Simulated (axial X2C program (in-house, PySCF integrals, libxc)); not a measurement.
**WBr⁺: properties at the nuclei**

Wanted for WBr⁺: properties at the nuclei, at the two-component level.

Computed with an in-house X2C program for linear molecules on PySCF integrals. Level: two-component X2C with atomic mean-field terms, W dyall-cv3z, Br dyall-cv3z.

All values are calculated.

### 1 The job

File task.json:

```json
{"zs": [74, 35], "q": 1, "bas": ["dyall-cv3z", "dyall-cv3z"], "r0": 2.51, "levels": ["PBE0", "HF", "BP86", "BHandHLYP", "r2SCAN"], "nst": 3}
```

Keys: zs atomic numbers; q charge; bas basis sets; r0 starting distance in Å; levels methods (HF also brings MP2); nst determinants followed.

Command:

```sh
$ python soeom.py task.json out
```

Further steps of the session: Expectation values, lowest determinant; Expectation values, a higher determinant; Expectation values, a higher determinant.

Before running it: what results should come out? Wanted: lowest determinant; Eeff magnitude; Ws magnitude W; A∥/gI W; qzz W; higher determinant (for each run or level that gives them).

As calculated:

| quantity | value |
| --- | --- |
| lowest determinant | Ω = 1 (excess of +ω over −ω: ω = -3/2, ω = 5/2) |
| Eeff magnitude (GV/cm), PBE0 | 4.34 |
| Ws magnitude W (kHz), PBE0 | 4.62 |
| A∥/gI W (MHz), PBE0 | 4110 |
| qzz W (a.u.), PBE0 | 1.22 |
| higher determinant | Ω = 3 (excess of +ω over −ω: ω = 1/2, ω = 5/2) |
| Eeff magnitude (GV/cm), PBE0, higher determinant | 0.712 |
| Ws magnitude W (kHz), PBE0, higher determinant | 0.604 |
| A∥/gI W (MHz), PBE0, higher determinant | 1790 |
| qzz W (a.u.), PBE0, higher determinant | 1.72 |
| higher determinant | Ω = 2 (excess of +ω over −ω: ω = -1/2, ω = 5/2) |
| Eeff magnitude (GV/cm), PBE0, higher determinant | 0.299 |
| Ws magnitude W (kHz), PBE0, higher determinant | 1.64 |
| A∥/gI W (MHz), PBE0, higher determinant | -1020 |
| qzz W (a.u.), PBE0, higher determinant | 0.92 |

**Reading.** In the first state, the effective field runs from 2.37 to 9.24 GV/cm over the mean-field levels, so the levels don't agree on it. The expectation values come from single determinants, which for open shells can mix terms of unlike spin or miss the lowest Ω, so a determinant need not be a state. Eeff is the effective electric field on the electron dipole moment in this Ω state and Ws the scalar–pseudoscalar constant (defined with the proton number Z and per Ω); A∥ is the parallel hyperfine constant, which follows by multiplying with the nuclear g factor gI = μI/(I μN); qzz is the electric field gradient, eQq0 = 234.96 MHz × Q/barn × qzz. The operators were transformed with the bare-nucleus X2C matrices.
